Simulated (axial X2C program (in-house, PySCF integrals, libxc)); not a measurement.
# A two-component session on CoN⁺: EOM-IP-CCSD levels

Aim: EOM-IP-CCSD levels of CoN⁺, with spin–orbit coupling in the Hamiltonian from the start.

Method: two-component X2C with atomic mean-field terms, Co dyall-cv3z, N dyall-av3z; program: an in-house X2C program for linear molecules on PySCF integrals.

All values are calculated.

### Step 1. Input

Input file task.json:

```json
{"zs": [27, 7], "q": 1, "bas": ["dyall-cv3z", "dyall-av3z"], "r0": 1.63, "eom": "ip", "rq": 0, "thr": -2.0, "nmax": 95, "grid": [1, 0.96, 1.045, 0.92, 1.09, 1.15]}
```

Keys: zs atomic numbers; q charge; bas basis sets; r0 starting distance in Å; eom kind of EOM run; thr threshold in hartree for freezing inner shells (an s shell follows its p shell); nmax most natural virtual spinors; grid distances as factors.

Run with:

```
python soeom.py task.json out
```

Further steps of the session: EOM-IP-CCSD at 1.613 Å.

What does the calculation give? Wanted: next root led by one particle; T1 of the reference.

The runs gave:

| quantity | value |
| --- | --- |
| lowest root at 1.613 Å | Ω = 1/2, 8.261 eV |
| next root led by one particle | Ω = 3/2, about 9870 cm⁻¹ higher |
| T1 of the reference | 0.156 |

What this shows: Removing an electron from the reference determinant of CoN costs 8.26 eV and empties a spinor of 41% N pσ, 29% Co dσ, 25% Co sσ. The closed-shell reference lies 1.28 eV above the lowest determinant found, so these energies count from an excited configuration. Errors of 0.1 to 0.3 eV are usual at this size, and roots led by higher excitations are left out, so the list is incomplete, and low states of that kind can be missing. T1 or the largest double amplitude of the reference is raised, which lowers the reliability.
